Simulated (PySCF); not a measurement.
# [Gd(H2S)2]3+: forces at shaken geometries

How stiff is [Gd(H2S)2]3+? Its atoms are displaced at random by several amounts. It is a constructed species; whether it can be made isn't addressed.

Computed with PySCF 2.14.0. Level: BP86, Gd lcecp-1-SVP with ECP53, S def2-SVP, H def2-SVP; scalar-relativistic core potentials, no spin–orbit coupling.

2 further runs of the same task are left out: 2 for a known fault of the program.

**1. Starting geometry**

7 atoms, charge 3, spin multiplicity 1.

Bond lengths: Gd1–S2 2.833 Å, Gd1–S5 2.833 Å, S2–H3 1.386 Å, S2–H4 1.386 Å, S5–H6 1.386 Å, S5–H7 1.386 Å. Angles: S2–Gd1–S5 102.6°, Gd1–S2–H3 108.6°, Gd1–S2–H4 108.1°, H3–S2–H4 96.9°, Gd1–S5–H6 108.6°, Gd1–S5–H7 108.1°, H6–S5–H7 96.9°.

As a file:

```xyz
7
GdH4S2
Gd   -1.3599    0.0000    0.0000
S     0.4109    0.1416    2.2064
H     0.9146    1.4300    2.2871
H    -0.3474    0.1869    3.3660
S     0.4109   -0.1416   -2.2064
H     0.9146   -1.4300   -2.2871
H    -0.3474   -0.1869   -3.3660
```

Formal oxidation states: Gd +3. Each metal's 7 4f electrons lie in its core potential, so multiplicities, spins and levels count the valence alone. An earlier session relaxed this geometry at BP86, Gd lcecp-1-SVP with ECP53, S def2-SVP, H def2-SVP (singlet, point group C2).

Its energy there is -833.354453 Eh.

**2. Atoms moved at random, σ = 0.06 Å**

File run.py (the lines that set the calculation):

```python
mol = gto.M(atom='''
Gd    -1.40505    -0.13239    -0.04283
S      0.45769     0.09763     2.02664
H      0.87013     1.41119     2.34969
H     -0.27288     0.20858     3.48481
S      0.41139    -0.17441    -2.23503
H      0.92098    -1.26691    -2.22995
H     -0.38600    -0.14369    -3.35333''',
    basis={'Gd': 'lcecp-1-SVP', 'S': 'def2-SVP', 'H': 'def2-SVP'},
    ecp={'Gd': 'lcecp-1-SVP'},
    charge=3, spin=0)
mf = dft.RKS(mol, xc='B88,P86')
mf.grids.atom_grid = (50, 194)  # f atoms: unpruned, at least (60, 302)
mf = mf.density_fit()  # fitting sets: Gd AutoAux, S def2-universal-JKFIT, H def2-universal-JKFIT
mf.conv_tol = 1e-08; mf.max_cycle = 55
mf.kernel(dm0)  # dm0: the density of the relaxed state
```

Launch:

```console
OMP_NUM_THREADS=2 python run.py
```

The log of the run:

```text
init E= -833.254327908169
  HOMO = -0.784380331134461  LUMO = -0.71199179246287  gap/eV = 1.96979
cycle= 1 E= -833.29582829131  delta_E= -0.0415  |g|= 0.196  |ddm|= 0.51
  HOMO = -0.752324138857759  LUMO = -0.693497928314237  gap/eV = 1.60074
cycle= 2 E= -833.261101191599  delta_E= 0.0347  |g|= 0.352  |ddm|= 0.977
  HOMO = -0.796405526187776  LUMO = -0.688325554561159  gap/eV = 2.94101
cycle= 3 E= -833.311068791306  delta_E= -0.05  |g|= 0.0791  |ddm|= 0.64
  HOMO = -0.792160732168889  LUMO = -0.697832998577309  gap/eV = 2.56679
cycle= 4 E= -833.313864577737  delta_E= -0.0028  |g|= 0.0244  |ddm|= 0.175
  HOMO = -0.794147133969164  LUMO = -0.69729796221839  gap/eV = 2.63540
cycle= 5 E= -833.314071569954  delta_E= -0.000207  |g|= 0.00591  |ddm|= 0.0406
  HOMO = -0.794277719950271  LUMO = -0.697661992829315  gap/eV = 2.62905
cycle= 6 E= -833.314081828643  delta_E= -1.03e-05  |g|= 0.00222  |ddm|= 0.0113
  HOMO = -0.794183463829462  LUMO = -0.697327391081175  gap/eV = 2.63559
cycle= 7 E= -833.314084409678  delta_E= -2.58e-06  |g|= 0.000464  |ddm|= 0.0042
  HOMO = -0.79421522210129  LUMO = -0.697337157639817  gap/eV = 2.63619
cycle= 8 E= -833.314084485002  delta_E= -7.53e-08  |g|= 7.45e-05  |ddm|= 0.000562
  HOMO = -0.794218189136813  LUMO = -0.697335415645278  gap/eV = 2.63631
cycle= 9 E= -833.314084487126  delta_E= -2.12e-09  |g|= 1.07e-05  |ddm|= 0.00011
  HOMO = -0.794218591600977  LUMO = -0.69733595636329  gap/eV = 2.63631
Extra cycle  E= -833.314084487127  delta_E= -1.36e-12  |g|= 1.03e-05  |ddm|= 2.66e-05
converged SCF energy = -833.314084487127
```

Wall time 3.4 s (2 threads of Arm Neoverse V2, shared host).

Result: E = -833.314084 Eh (+1.098 eV from the relaxed state), HOMO -21.61 eV, LUMO -18.98 eV, Mulliken charge on Gd1 +1.86 e, largest force component 6.239 eV/Å. 

| atom | Fx | Fy | Fz (eV/Å) |
| --- | --- | --- | --- |
| Gd1 | 0.031 | 0.085 | -0.031 |
| S2 | -1.045 | 0.936 | 3.254 |
| H3 | 0.064 | -0.340 | -0.720 |
| H4 | 1.018 | -0.662 | -2.485 |
| S5 | -2.658 | 6.239 | 0.688 |
| H6 | 2.498 | -5.878 | -0.401 |
| H7 | 0.093 | -0.380 | -0.305 |

**3. Atoms moved at random, σ = 0.06 Å**

File run.py (the lines that set the calculation):

```python
mol = gto.M(atom='''
Gd    -1.35004     0.06367    -0.05376
S      0.43233     0.08420     2.19638
H      0.81741     1.46638     2.30537
H     -0.28567     0.25904     3.36331
S      0.41540    -0.13652    -2.25583
H      0.86087    -1.40791    -2.23297
H     -0.29402    -0.32886    -3.32250''',
    basis={'Gd': 'lcecp-1-SVP', 'S': 'def2-SVP', 'H': 'def2-SVP'},
    ecp={'Gd': 'lcecp-1-SVP'},
    charge=3, spin=0)
mf = dft.RKS(mol, xc='B88,P86')
mf.grids.atom_grid = (50, 194)  # f atoms: unpruned, at least (60, 302)
mf = mf.density_fit()  # fitting sets: Gd AutoAux, S def2-universal-JKFIT, H def2-universal-JKFIT
mf.conv_tol = 1e-08; mf.max_cycle = 55
mf.kernel(dm0)  # dm0: the density of the relaxed state
```

Launch:

```console
OMP_NUM_THREADS=2 python run.py
```

The log of the run:

```text
init E= -833.358753316783
  HOMO = -0.789304330341861  LUMO = -0.698826689684318  gap/eV = 2.46202
cycle= 1 E= -833.343627285848  delta_E= 0.0151  |g|= 0.0742  |ddm|= 0.286
  HOMO = -0.784006576851549  LUMO = -0.700948456993521  gap/eV = 2.26013
cycle= 2 E= -833.339976043881  delta_E= 0.00365  |g|= 0.122  |ddm|= 0.373
  HOMO = -0.798644191988118  LUMO = -0.69989576754272  gap/eV = 2.68708
cycle= 3 E= -833.346208957043  delta_E= -0.00623  |g|= 0.0163  |ddm|= 0.225
  HOMO = -0.797475157661476  LUMO = -0.701243454067976  gap/eV = 2.61860
cycle= 4 E= -833.346291151877  delta_E= -8.22e-05  |g|= 0.00725  |ddm|= 0.0344
  HOMO = -0.798102894440013  LUMO = -0.700552079007177  gap/eV = 2.65449
cycle= 5 E= -833.346311328074  delta_E= -2.02e-05  |g|= 0.00248  |ddm|= 0.0158
  HOMO = -0.79810772832344  LUMO = -0.700797662034423  gap/eV = 2.64794
cycle= 6 E= -833.346314027155  delta_E= -2.7e-06  |g|= 0.000316  |ddm|= 0.00467
  HOMO = -0.798094594060384  LUMO = -0.700752695797026  gap/eV = 2.64881
cycle= 7 E= -833.346314063278  delta_E= -3.61e-08  |g|= 6.5e-05  |ddm|= 0.000592
  HOMO = -0.798096621372151  LUMO = -0.700755848546728  gap/eV = 2.64878
cycle= 8 E= -833.346314068724  delta_E= -5.45e-09  |g|= 1.67e-05  |ddm|= 9.85e-05
  HOMO = -0.798096023331254  LUMO = -0.700754261469162  gap/eV = 2.64880
Extra cycle  E= -833.346314068689  delta_E= 3.47e-11  |g|= 1.87e-05  |ddm|= 4.16e-05
converged SCF energy = -833.346314068689
```

Run time: 3.2 s. Hardware: 2 threads of Arm Neoverse V2, shared host.

It gives: E = -833.346314 Eh (+0.221 eV from the relaxed state), HOMO -21.72 eV, LUMO -19.07 eV, Mulliken charge on Gd1 +1.87 e, largest force component 2.072 eV/Å. 

| atom | Fx | Fy | Fz (eV/Å) |
| --- | --- | --- | --- |
| Gd1 | -0.064 | 0.007 | 0.174 |
| S2 | 0.268 | 1.398 | 0.152 |
| H3 | 0.010 | -0.972 | -0.348 |
| H4 | -0.300 | -0.388 | 0.091 |
| S5 | 1.106 | 0.936 | 1.873 |
| H6 | 0.464 | -0.819 | 0.130 |
| H7 | -1.485 | -0.162 | -2.072 |

**4. Atoms moved at random, σ = 0.03 Å**

File run.py (the lines that set the calculation):

```python
mol = gto.M(atom='''
Gd    -1.37019     0.04596     0.00347
S      0.44573     0.12675     2.15670
H      0.89778     1.45160     2.29397
H     -0.35751     0.14345     3.38738
S      0.40840    -0.10875    -2.19989
H      0.91096    -1.45508    -2.27162
H     -0.33890    -0.20392    -3.37001''',
    basis={'Gd': 'lcecp-1-SVP', 'S': 'def2-SVP', 'H': 'def2-SVP'},
    ecp={'Gd': 'lcecp-1-SVP'},
    charge=3, spin=0)
mf = dft.RKS(mol, xc='B88,P86')
mf.grids.atom_grid = (50, 194)  # f atoms: unpruned, at least (60, 302)
mf = mf.density_fit()  # fitting sets: Gd AutoAux, S def2-universal-JKFIT, H def2-universal-JKFIT
mf.conv_tol = 1e-08; mf.max_cycle = 55
mf.kernel(dm0)  # dm0: the density of the relaxed state
```

Launch:

```console
OMP_NUM_THREADS=2 python run.py
```

The log of the run:

```text
init E= -833.252319148202
  HOMO = -0.814448466949049  LUMO = -0.71349518835926  gap/eV = 2.74708
cycle= 1 E= -833.349578542089  delta_E= -0.0973  |g|= 0.0525  |ddm|= 0.152
  HOMO = -0.787793289118086  LUMO = -0.702715661252029  gap/eV = 2.31508
cycle= 2 E= -833.345593289899  delta_E= 0.00399  |g|= 0.109  |ddm|= 0.262
  HOMO = -0.794042313535082  LUMO = -0.694215218376872  gap/eV = 2.71643
cycle= 3 E= -833.350536401798  delta_E= -0.00494  |g|= 0.0167  |ddm|= 0.208
  HOMO = -0.793811871743963  LUMO = -0.696651779079397  gap/eV = 2.64386
cycle= 4 E= -833.350665643733  delta_E= -0.000129  |g|= 0.0032  |ddm|= 0.0331
  HOMO = -0.794232850873698  LUMO = -0.696766897878582  gap/eV = 2.65218
cycle= 5 E= -833.350669108982  delta_E= -3.47e-06  |g|= 0.00136  |ddm|= 0.00658
  HOMO = -0.794187518578297  LUMO = -0.696787253877012  gap/eV = 2.65040
cycle= 6 E= -833.350669773414  delta_E= -6.64e-07  |g|= 0.000368  |ddm|= 0.00238
  HOMO = -0.794201568971014  LUMO = -0.696756140450929  gap/eV = 2.65163
cycle= 7 E= -833.350669829515  delta_E= -5.61e-08  |g|= 4.86e-05  |ddm|= 0.00061
  HOMO = -0.794203460022282  LUMO = -0.696755893130286  gap/eV = 2.65168
cycle= 8 E= -833.350669830353  delta_E= -8.38e-10  |g|= 1.12e-05  |ddm|= 7.79e-05
  HOMO = -0.794203737489601  LUMO = -0.696755092412656  gap/eV = 2.65171
Extra cycle  E= -833.350669830332  delta_E= 2.05e-11  |g|= 1.33e-05  |ddm|= 3.09e-05
converged SCF energy = -833.350669830332
```

Wall time 3.2 s (2 threads of Arm Neoverse V2, shared host).

Read off: E = -833.350670 Eh (+0.103 eV from the relaxed state), HOMO -21.61 eV, LUMO -18.96 eV, Mulliken charge on Gd1 +1.85 e, largest force component 1.361 eV/Å. 

| atom | Fx | Fy | Fz (eV/Å) |
| --- | --- | --- | --- |
| Gd1 | -0.018 | 0.000 | -0.087 |
| S2 | -0.676 | 0.475 | 1.361 |
| H3 | -0.096 | -0.391 | -0.096 |
| H4 | 0.797 | -0.080 | -1.198 |
| S5 | 0.289 | -1.046 | -0.195 |
| H6 | -0.304 | 0.952 | 0.108 |
| H7 | 0.009 | 0.089 | 0.108 |

**5. Results**

| σ (Å) | energy rise (eV) | harmonic estimate −½ F·u (eV) | largest force component (eV/Å) |
| --- | --- | --- | --- |
| 0.06 | 1.098 | 1.089 | 6.24 |
| 0.06 | 0.221 | 0.220 | 2.07 |
| 0.03 | 0.103 | 0.098 | 1.36 |

Every displacement raises the energy. For a harmonic well the rise equals −½ F·u; the two differ by at most 5 % here (a move with σ = 0.03 Å), from anharmonicity, the grid and the small forces left at the relaxed point. These are double-zeta-type bases without diffuse functions. Spin–orbit coupling is left out.
